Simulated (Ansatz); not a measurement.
# CH6FPSeSi: the cost of one run

Method: RKS PBE-D4/def2-SVP, in Ansatz 0.2.0.

## Step 1: Starting point

Bond lengths: F1–C2 1.313 Å, C2–Si3 1.876 Å, Si3–Se4 2.352 Å, Se4–P5 2.252 Å, C2–H6 1.111 Å, C2–H7 1.132 Å, Si3–H8 1.413 Å, Si3–H9 1.407 Å, P5–H10 1.479 Å, P5–H11 1.450 Å. Angles (14 of 16 angles, heavy atoms first): F1–C2–Si3 108.7°, C2–Si3–Se4 107.1°, Si3–Se4–P5 91.4°, F1–C2–H6 108.9°, F1–C2–H7 109.7°, Si3–C2–H6 110.9°, Si3–C2–H7 110.5°, C2–Si3–H8 108.5°, C2–Si3–H9 109.4°, Se4–Si3–H8 109.8°, Se4–Si3–H9 109.7°, Se4–P5–H10 91.5°, Se4–P5–H11 91.2°, H6–C2–H7 108.0°.

As a file:

```xyz
11

F    -1.4719    2.2801    0.1367
C    -0.5539    1.3875    0.4295
Si   -1.2344   -0.3202    0.0553
Se    0.4186   -1.8761    0.6725
P     1.6941   -1.3035   -1.0933
H    -0.2893    1.4823    1.5045
H     0.3795    1.5850   -0.1801
H    -2.3951   -0.5220    0.8348
H    -1.4956   -0.4288   -1.3233
H     2.2596   -0.1498   -0.3601
H     2.7538   -2.1916   -0.6560
```

## Step 2: Relaxing end A

input.yaml reads:

```yaml
crystal:
  periodic: [false, false, false]
  atoms:
    - { symbol: F, position_ang: [-1.4719, 2.2801, 0.1367] }
    - { symbol: C, position_ang: [-0.5539, 1.3875, 0.4295] }
    - { symbol: Si, position_ang: [-1.2344, -0.3202, 0.0553] }
    - { symbol: Se, position_ang: [0.4186, -1.8761, 0.6725] }
    - { symbol: P, position_ang: [1.6941, -1.3035, -1.0933] }
    - { symbol: H, position_ang: [-0.2893, 1.4823, 1.5045] }
    - { symbol: H, position_ang: [0.3795, 1.585, -0.1801] }
    - { symbol: H, position_ang: [-2.3951, -0.522, 0.8348] }
    - { symbol: H, position_ang: [-1.4956, -0.4288, -1.3233] }
    - { symbol: H, position_ang: [2.2596, -0.1498, -0.3601] }
    - { symbol: H, position_ang: [2.7538, -2.1916, -0.656] }
basis:
  gaussian: { orbitals: def2-SVP }
hamiltonian:
  xc: pbe
  dispersion: d4
relax:
  f_tol: 0.02
  max_steps: 50
```

On the command line:

```sh
$ ansatz run input.yaml --threads 2 --pin off --max-ram 3072MiB --backend cpu --events-out ev --progress --plain --runs-dir out
```

**Question.** How long does this run take on 2 threads of Intel Xeon Platinum 8375C at 2.90GHz (Ice Lake), shared host, and how much memory does it need?

About 38 s, with a peak of 0.2 GiB.
